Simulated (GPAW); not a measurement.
Runs of GPAW 26.7.0 on Ta3Cu. It takes space group I4/mmm (No. 139, tetragonal). Conventional cell: a = 4.013 Å, b = 4.013 Å, c = 8.416 Å, α = 90.00°, β = 90.00°, γ = 90.00°. Ta (site symmetry 4/mmm) has 4 Cu at 2.84 Å and 8 Ta at 2.91 Å as nearest neighbours. Around Ta (site symmetry -4m2) lie 8 Ta at 2.84 to 2.91 Å and 4 Cu at 2.91 Å. Cu (site symmetry 4/mmm) has 12 Ta at 2.84 to 2.91 Å as nearest neighbours. The cell comes from a database or a generator and needn't be the stable form of this composition.

```csv
task,level,potentials or basis,k mesh,ranks,band path,band points,mesh quality,pressure (GPa),V0 of scaled cells (Å³/atom),B0 (GPa)
equation of state,PBEsol,"PAW data sets generated in the run's folder for this functional, pw",9 × 9 × 9,4,-,-,not flagged,-,16.42,194
single point,PBEsol,"PAW data sets generated in the run's folder for this functional, pw",9 × 9 × 9,-,-,-,not flagged,(b),-,-
equation of state,PBE,"GPAW PAW data sets (gpaw-data 1.2.1), pw",6 × 6 × 6,-,-,-,coarse,-,(a),181
band structure,LDA,"the program's PAW data sets (release 1.2.1) made for this functional, pw",6 × 6 × 6,-,"GXYSGZS1NPY1Z,XP",80,coarse,-11.3,-,-
band structure,PBEsol,"PAW data sets generated in the run's folder for this functional, pw",6 × 6 × 6,-,"GXYSGZS1NPY1Z,XP",80,coarse,-5.9,-,-
```

Alike in all rows: no spin polarisation; cell as given; cutoff (eV) 600; smearing fermi-dirac 0.05 eV.

Q: Estimate the missing entries.

A: (a) 17.02; (b) -5.8.

Caveats: some runs use coarse meshes; with this Cu data set, volumes or pressures lay over 1.5 % or 2 GPa off other programs in two to four cells of ten; the cell was scaled at fixed shape and fractional positions, which overstates the stiffness of a crystal with free parameters, most of all of layers and chains (some runs).

Not every run made on this cell is shown here.
